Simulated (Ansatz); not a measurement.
Born–Oppenheimer molecular dynamics of a periodic cell of 16 atoms, Li (start crystal Li, start structure bcc, volume 1 times the crystal's). It starts from a structure without forces on its atoms.

All numbers below come from DFT PBE, scalar-relativistic, plane waves, PAW (Ansatz 0.2.0). Settings: accuracy low, cutoff 420 eV, k mesh 2x2x2, fermi-dirac smearing 0.1 eV, no spin polarisation.

```yaml
ensemble: NVT, Langevin thermostat
time_step: 1 fs
steps_asked: 200
set_temperature: 900 K
friction: 0.02 /fs
seed: 943516
```

Frames 10 fs apart, positions in Å.

Velocities at 70.0 fs (Å/ps):

```
Li -1.68 -4.20 -13.17
Li -6.14 7.35 13.61
Li 9.92 -5.49 -6.11
Li 7.52 -2.36 0.52
Li 1.37 5.90 15.45
Li -5.67 -6.29 6.15
Li 13.96 14.00 -2.12
Li 2.83 3.02 -14.09
Li 13.62 -5.50 -10.32
Li 5.52 20.37 -8.83
Li 9.39 2.80 -1.67
Li -1.49 -3.60 1.27
Li -9.36 -8.58 -6.48
Li -5.94 21.79 -8.43
Li -11.14 4.70 16.76
Li -9.87 8.51 -3.60
```

```xyz
16
Lattice="6.9800 0.0000 0.0000 0.0000 6.9800 0.0000 0.0000 0.0000 6.9800" Properties=species:S:1:pos:R:3 time_fs=70.0 energy_less_start_eV=1.742 T=704
Li 0.350 0.060 -0.351
Li 3.460 0.184 -0.107
Li -0.136 3.233 -0.195
Li -0.187 -0.035 3.624
Li 1.429 1.709 1.763
Li 3.035 3.194 0.409
Li 3.393 0.064 3.819
Li 4.835 1.578 1.848
Li 0.719 3.506 3.165
Li 2.373 5.488 1.356
Li 1.404 1.779 5.163
Li 3.939 3.550 2.996
Li 5.462 5.413 1.057
Li 5.327 1.758 5.334
Li 1.702 5.160 5.268
Li 4.559 5.196 5.803
16
Lattice="6.9800 0.0000 0.0000 0.0000 6.9800 0.0000 0.0000 0.0000 6.9800" Properties=species:S:1:pos:R:3 time_fs=80.0 energy_less_start_eV=1.748 T=614
Li 0.296 0.018 -0.477
Li 3.402 0.281 -0.037
Li -0.070 3.252 -0.240
Li -0.109 -0.045 3.588
Li 1.467 1.709 1.855
Li 2.968 3.115 0.379
Li 3.471 0.159 3.814
Li 4.856 1.590 1.745
Li 0.808 3.515 3.060
Li 2.383 5.622 1.253
Li 1.550 1.905 5.194
Li 3.873 3.532 3.046
Li 5.420 5.329 1.087
Li 5.313 1.914 5.231
Li 1.645 5.224 5.425
Li 4.450 5.227 5.689
16
Lattice="6.9800 0.0000 0.0000 0.0000 6.9800 0.0000 0.0000 0.0000 6.9800" Properties=species:S:1:pos:R:3 time_fs=90.0 energy_less_start_eV=1.532 T=688
Li 0.194 -0.030 -0.550
Li 3.324 0.400 -0.001
Li -0.025 3.286 -0.170
Li -0.094 -0.075 3.512
Li 1.501 1.630 1.914
Li 2.878 3.058 0.263
Li 3.456 0.172 3.777
Li 5.000 1.622 1.810
Li 0.831 3.613 2.965
Li 2.349 5.702 1.216
Li 1.753 1.996 5.202
Li 3.801 3.567 3.157
Li 5.406 5.248 1.218
Li 5.335 1.995 5.108
Li 1.609 5.266 5.568
Li 4.388 5.174 5.515
16
Lattice="6.9800 0.0000 0.0000 0.0000 6.9800 0.0000 0.0000 0.0000 6.9800" Properties=species:S:1:pos:R:3 time_fs=100.0 energy_less_start_eV=1.325 T=1010
Li 0.038 0.035 -0.539
Li 3.320 0.504 -0.012
Li 0.004 3.276 -0.091
Li -0.131 -0.205 3.403
Li 1.560 1.541 1.943
Li 2.811 3.100 0.158
Li 3.485 0.137 3.645
Li 5.190 1.589 1.893
Li 0.848 3.871 2.931
Li 2.234 5.750 1.239
Li 1.925 2.052 5.147
Li 3.650 3.732 3.251
Li 5.468 5.174 1.409
Li 5.417 1.943 5.016
Li 1.624 5.240 5.639
Li 4.380 5.056 5.355
16
Lattice="6.9800 0.0000 0.0000 0.0000 6.9800 0.0000 0.0000 0.0000 6.9800" Properties=species:S:1:pos:R:3 time_fs=110.0 energy_less_start_eV=1.458 T=992
Li -0.092 0.036 -0.459
Li 3.388 0.659 -0.114
Li 0.024 3.253 0.038
Li -0.215 -0.348 3.414
Li 1.569 1.487 1.976
Li 2.833 3.228 0.189
Li 3.514 0.078 3.468
Li 5.367 1.483 1.871
Li 0.826 4.163 3.009
Li 2.090 5.716 1.325
Li 2.096 2.030 4.992
Li 3.490 3.881 3.269
Li 5.616 5.119 1.564
Li 5.503 1.883 4.947
Li 1.694 5.106 5.731
Li 4.400 4.962 5.251
16
Lattice="6.9800 0.0000 0.0000 0.0000 6.9800 0.0000 0.0000 0.0000 6.9800" Properties=species:S:1:pos:R:3 time_fs=120.0 energy_less_start_eV=1.661 T=671
Li -0.212 -0.022 -0.293
Li 3.410 0.739 -0.268
Li -0.029 3.198 0.191
Li -0.319 -0.435 3.552
Li 1.551 1.503 2.074
Li 2.949 3.371 0.285
Li 3.571 0.057 3.322
Li 5.432 1.467 1.838
Li 0.772 4.348 3.105
Li 1.971 5.691 1.412
Li 2.175 1.981 4.810
Li 3.324 3.911 3.198
Li 5.684 5.063 1.659
Li 5.573 1.895 4.832
Li 1.768 5.046 5.789
Li 4.494 4.941 5.192
16
Lattice="6.9800 0.0000 0.0000 0.0000 6.9800 0.0000 0.0000 0.0000 6.9800" Properties=species:S:1:pos:R:3 time_fs=130.0 energy_less_start_eV=1.651 T=749
Li -0.168 -0.123 -0.135
Li 3.467 0.806 -0.329
Li -0.054 3.105 0.318
Li -0.349 -0.377 3.751
Li 1.516 1.510 2.078
Li 3.031 3.356 0.355
Li 3.665 -0.027 3.191
Li 5.412 1.463 1.804
Li 0.676 4.380 3.157
Li 1.852 5.824 1.433
Li 2.213 1.897 4.672
Li 3.144 3.909 3.091
Li 5.656 5.094 1.676
Li 5.691 2.008 4.704
Li 1.799 4.967 5.775
Li 4.599 5.007 5.129
16
Lattice="6.9800 0.0000 0.0000 0.0000 6.9800 0.0000 0.0000 0.0000 6.9800" Properties=species:S:1:pos:R:3 time_fs=140.0 energy_less_start_eV=1.637 T=944
Li -0.174 -0.139 0.019
Li 3.576 0.856 -0.343
Li -0.076 3.037 0.415
Li -0.304 -0.273 3.958
Li 1.390 1.548 2.012
Li 3.160 3.357 0.561
Li 3.742 -0.149 3.109
Li 5.367 1.464 1.805
Li 0.472 4.247 3.181
Li 1.817 5.931 1.476
Li 2.218 1.815 4.634
Li 2.994 3.906 2.977
Li 5.620 5.088 1.680
Li 5.850 2.140 4.690
Li 1.821 4.907 5.668
Li 4.714 5.066 5.077
16
Lattice="6.9800 0.0000 0.0000 0.0000 6.9800 0.0000 0.0000 0.0000 6.9800" Properties=species:S:1:pos:R:3 time_fs=150.0 energy_less_start_eV=1.821 T=881
Li -0.256 -0.137 0.181
Li 3.761 0.815 -0.281
Li -0.098 3.019 0.494
Li -0.253 -0.158 3.997
Li 1.286 1.601 1.967
Li 3.356 3.451 0.722
Li 3.682 -0.301 3.168
Li 5.339 1.596 1.852
Li 0.206 4.156 3.263
Li 1.838 6.048 1.508
Li 2.154 1.716 4.575
Li 2.850 4.010 2.934
Li 5.470 5.133 1.557
Li 5.976 2.368 4.685
Li 1.727 4.927 5.529
Li 4.820 5.131 5.058
16
Lattice="6.9800 0.0000 0.0000 0.0000 6.9800 0.0000 0.0000 0.0000 6.9800" Properties=species:S:1:pos:R:3 time_fs=160.0 energy_less_start_eV=1.960 T=808
Li -0.275 -0.099 0.203
Li 3.984 0.694 -0.250
Li -0.112 3.134 0.515
Li -0.204 -0.038 3.972
Li 1.220 1.639 1.978
Li 3.578 3.489 0.687
Li 3.663 -0.356 3.259
Li 5.319 1.658 1.904
Li 0.049 4.172 3.301
Li 1.851 6.109 1.563
Li 2.083 1.643 4.617
Li 2.714 4.000 2.975
Li 5.247 5.095 1.500
Li 6.051 2.540 4.649
Li 1.555 4.945 5.389
Li 4.837 5.222 5.114
16
Lattice="6.9800 0.0000 0.0000 0.0000 6.9800 0.0000 0.0000 0.0000 6.9800" Properties=species:S:1:pos:R:3 time_fs=170.0 energy_less_start_eV=1.848 T=1139
Li -0.204 -0.058 0.142
Li 4.162 0.589 -0.337
Li 0.031 3.278 0.422
Li -0.170 0.108 3.926
Li 1.306 1.615 2.056
Li 3.789 3.449 0.576
Li 3.708 -0.300 3.310
Li 5.281 1.722 2.106
Li -0.032 4.297 3.213
Li 1.829 6.050 1.584
Li 2.049 1.556 4.764
Li 2.521 3.984 3.029
Li 5.103 5.125 1.501
Li 6.067 2.642 4.645
Li 1.360 4.872 5.288
Li 4.863 5.231 5.288
16
Lattice="6.9800 0.0000 0.0000 0.0000 6.9800 0.0000 0.0000 0.0000 6.9800" Properties=species:S:1:pos:R:3 time_fs=180.0 energy_less_start_eV=1.927 T=1060
Li -0.103 0.006 0.096
Li 4.350 0.561 -0.524
Li 0.228 3.450 0.332
Li -0.190 0.238 3.762
Li 1.468 1.571 2.115
Li 3.901 3.355 0.475
Li 3.742 -0.225 3.397
Li 5.224 1.729 2.271
Li -0.065 4.444 3.020
Li 1.797 5.887 1.584
Li 2.091 1.476 4.943
Li 2.390 3.922 3.133
Li 5.037 5.225 1.570
Li 6.005 2.747 4.673
Li 1.229 4.790 5.233
Li 4.827 5.147 5.427
```

Of the whole run (200 fs, mean temperature of the second half 889 K): A run of 0.2 ps of so small a system gives no equilibrium averages. Limits of this set-up: coarse k mesh, low accuracy level.

Run time: 11 min on 1 thread of Arm Neoverse V1, with other jobs on the host, peak memory 0.5 GiB.
